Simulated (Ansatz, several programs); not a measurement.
Ga4Sb3P as one 8-atom ordering (Pmm2) on the zincblende lattice, relaxed with r2SCAN in Ansatz (plane waves, PAW): it is orthorhombic, Pmm2 (No. 25); conventional cell a = 4.219 Å, b = 8.443 Å, c = 5.943 Å, 26.46 Å³ an atom. P is surrounded by 4 Ga at 2.39–2.47 Å; Ga is surrounded by 2 P at 2.47 Å and 2 Sb at 2.64 Å; Sb is surrounded by 4 Ga at 2.62–2.64 Å; Ga is surrounded by 1 P at 2.39 Å and 3 Sb at 2.63–2.68 Å; Sb is surrounded by 4 Ga at 2.62–2.68 Å; Ga is surrounded by 4 Sb at 2.62 Å. The cell was then scaled with its shape and fractional coordinates held, which makes it stiffer than a relaxed compression. No spin polarisation and no zero-point or thermal motion; the cell was built from a prototype and may be hypothetical.

| V (Å³/atom) | E (meV/atom) |
| --- | --- |
| 24.872 | 20.01 |
| 25.666 | 4.70 |
| 26.459 | 0.00 |
| 28.047 | 15.99 |

**Question.** Pass a cubic E = c₀ + c₁u + c₂u² + c₃u³, with u = V − 26.261 Å³, through these points.

**Answer.** c₀ = 0.27, c₁ = -2.818, c₂ = 7.461, c₃ = -0.5345 (meV and Å³).

**Question.** Where is the minimum, and what bulk modulus follows?

**Answer.** dE/du = 0 at u = +0.193, so V₀ = 26.45 Å³. B = V₀ d²E/dV² = 26.45 × (2c₂ + 6c₃u) = 26.45 × 14.303 = 378 meV/Å³, and 1 meV/Å³ is 0.16022 GPa: 61 GPa. A third-order Birch-Murnaghan fit to all five points gives 26.46 Å³ and 60 GPa.

**Question.** Predict the energy and the pressure at the withheld volume, 27.253 Å³.

**Answer.** With u = +0.992: E ≈ 4.29 meV and P = −dE/dV ≈ -1.67 GPa. The run gives 4.25 meV and, from its stress, -1.66 GPa.
